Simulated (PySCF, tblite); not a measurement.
# C5H4ClFO: geometry, infrared bands and NMR shifts

What infrared bands and NMR shifts should C5H4ClFO (`F[C@@H]1C=CO/C1=C/Cl`) show?

Programs: tblite 0.8.0 and PySCF 2.14.0, with density-fitted response routines of our own. Each step states its level of theory. These are calculated values for one molecule in the gas phase, unless marked as measured. Atoms count from 0, in the outputs and in this text.

## Step 1: The starting structure

12 atoms, charge 0, multiplicity 1; geometry from: force field or distance geometry start.

Bonds of the start (Å): F0–C1 1.38, C1–C2 1.47, C2–C3 1.34, C3–O4 1.38, O4–C5 1.39, C5–C6 1.34, C6–Cl7 1.75, C5–C1 1.48, C1–H8 1.12, C2–H9 1.10, C3–H10 1.08, C6–H11 1.08.

## Step 2: Geometry optimisation with GFN2-xTB

What the job is given:

```
{"job": {"kind": "relax", "xc": "GFN2-xTB", "basis": "xTB"}, "charge": 0, "multiplicity": 1}
F      0.112500    -1.645400    -1.033800
C     -0.073500    -0.917100     0.124200
C     -1.473100    -0.473100     0.228600
C     -1.573500     0.852700     0.084600
O     -0.320900     1.414500    -0.084700
C      0.606000     0.383900    -0.076100
C      1.912600     0.613400    -0.230000
Cl     3.088100    -0.687700    -0.198000
H      0.291700    -1.472000     1.024800
H     -2.345300    -1.117000     0.383900
H     -2.489600     1.426800     0.119200
H      2.266200     1.620300    -0.368700
```

Launch:

```bash
OMP_NUM_THREADS=1 python probes_run.py task.json out
```

One launch serves the whole session: the jobs run in the order shown.

**Question.** This job is followed by: GFN2-xTB harmonic vibrations, gas phase; GIAO PBE0/pcSseg-1 NMR shielding, non-relativistic, gas phase. Predict these results of the whole session: strongest single infrared mode (GFN2-xTB); zero-point energy (GFN2-xTB); 13C shifts against TMS (PBE0/pcSseg-1); 1H shifts against TMS (PBE0/pcSseg-1); 19F shifts against CFCl3 (PBE0/pcSseg-1); 17O shifts against H2O (PBE0/pcSseg-1); 35Cl shifts against HCl (PBE0/pcSseg-1).

**Answer**, as computed:

| quantity | value |
| --- | --- |
| strongest single infrared mode (GFN2-xTB) | 1145 cm⁻¹, 213 km/mol |
| zero-point energy (GFN2-xTB) | 48.6 kcal/mol |
| 13C shifts against TMS (PBE0/pcSseg-1) | 164.6, 156.9, 119.3, 110.0, 93.4 ppm |
| 1H shifts against TMS (PBE0/pcSseg-1) | 6.75, 6.59, 6.48, 5.71 ppm |
| 19F shifts against CFCl3 (PBE0/pcSseg-1) | -193.3 ppm |
| 17O shifts against H2O (PBE0/pcSseg-1) | 201.6 ppm |
| 35Cl shifts against HCl (PBE0/pcSseg-1) | 150 ppm |

What this shows: Relaxing lowered the energy by 0.232 eV in 24 steps; the close pair that moved most is C6–Cl7, from 1.754 to 1.710 Å. All 30 modes are real, so the xTB geometry is a minimum. The strongest single mode, at 1145 cm⁻¹, is carried by O4, H11, H10, C5. Unscaled tight-binding wavenumbers are off by several per cent, some by more. Its intensities can rank the bands wrongly. The most deshielded hydrogen is H10 (hydrogen on an alkene carbon bearing oxygen), at 6.75 ppm: olefinic region. At PBE0/pcSseg-1: The widest tensor belongs to Cl7: span 328 ppm, with a paramagnetic part of -346 ppm.
